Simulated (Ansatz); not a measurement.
# AlBrH6OSi: the cost of one run

Program: Ansatz 0.2.0. Level of theory: RKS PBE-D4/def2-mTZVP. These are calculated values, not measurements.

## (1) The structure to begin with

Bond lengths: Al1–O2 2.130 Å, O2–Si3 1.680 Å, Si3–H4 1.460 Å, Si3–H5 1.460 Å, Si3–H6 1.460 Å, Al1–H7 1.560 Å, Al1–H8 1.560 Å, Al1–Br9 2.710 Å, Br9–H10 1.753 Å. Angles: Al1–O2–Si3 125.0°, O2–Al1–H7 120.0°, O2–Al1–H8 120.0°, O2–Al1–Br9 71.6°, H7–Al1–H8 120.0°, H7–Al1–Br9 96.8°, H8–Al1–Br9 101.3°, O2–Si3–H4 109.5°, O2–Si3–H5 109.5°, O2–Si3–H6 109.5°, H4–Si3–H5 109.4°, H4–Si3–H6 109.4°, H5–Si3–H6 109.4°, Al1–Br9–H10 59.6°.

Structure file:

```xyz
10

Al    0.0000    0.0000    0.0000
O     0.0000    0.0000    2.1300
Si   -1.3147   -0.4067    3.0936
H    -2.2390   -1.2403    2.3304
H    -0.8506   -1.1432    4.2657
H    -1.9987    0.8095    3.5233
H     1.3510    0.0000   -0.7800
H    -1.3510    0.0000   -0.7800
Br    0.1215    2.5689    0.8545
H     0.0592    1.2514    2.0086
```

## (2) Pulling towards end A

Springs on the bonds that form and break draw the guess towards this end; the thresholds are loose.

File input.yaml:

```yaml
crystal:
  periodic: [false, false, false]
  atoms:
    - { symbol: Al, position_ang: [0.0, 0.0, 0.0] }
    - { symbol: O, position_ang: [0.0, 0.0, 2.13] }
    - { symbol: Si, position_ang: [-1.3147, -0.4067, 3.0936] }
    - { symbol: H, position_ang: [-2.239, -1.2403, 2.3304] }
    - { symbol: H, position_ang: [-0.8506, -1.1432, 4.2657] }
    - { symbol: H, position_ang: [-1.9987, 0.8095, 3.5233] }
    - { symbol: H, position_ang: [1.351, 0.0, -0.78] }
    - { symbol: H, position_ang: [-1.351, 0.0, -0.78] }
    - { symbol: Br, position_ang: [0.1215, 2.5689, 0.8545] }
    - { symbol: H, position_ang: [0.0592, 1.2514, 2.0086] }
basis:
  gaussian: { orbitals: def2-mTZVP }
hamiltonian:
  xc: pbe
  dispersion: d4
relax:
  f_tol: 0.15
  max_steps: 25
  restrain:
    - { distance: [0, 8], at: 3.61, k: 30.0 }
    - { distance: [9, 1], at: 2.21, k: 30.0 }
    - { distance: [0, 1], at: 1.78, k: 30.0 }
    - { distance: [9, 8], at: 1.55, k: 30.0 }
output:
  orbitals: {}
```

Command:

```sh
ansatz run input.yaml --threads 4 --pin off --max-ram 5120MiB --backend cpu --events-out ev --progress --plain --runs-dir out
```

**Question.** How long does this run take on 4 threads of Arm Neoverse V2, shared host, and how much memory does it need?

About 12 s, with a peak of 0.17 GiB.
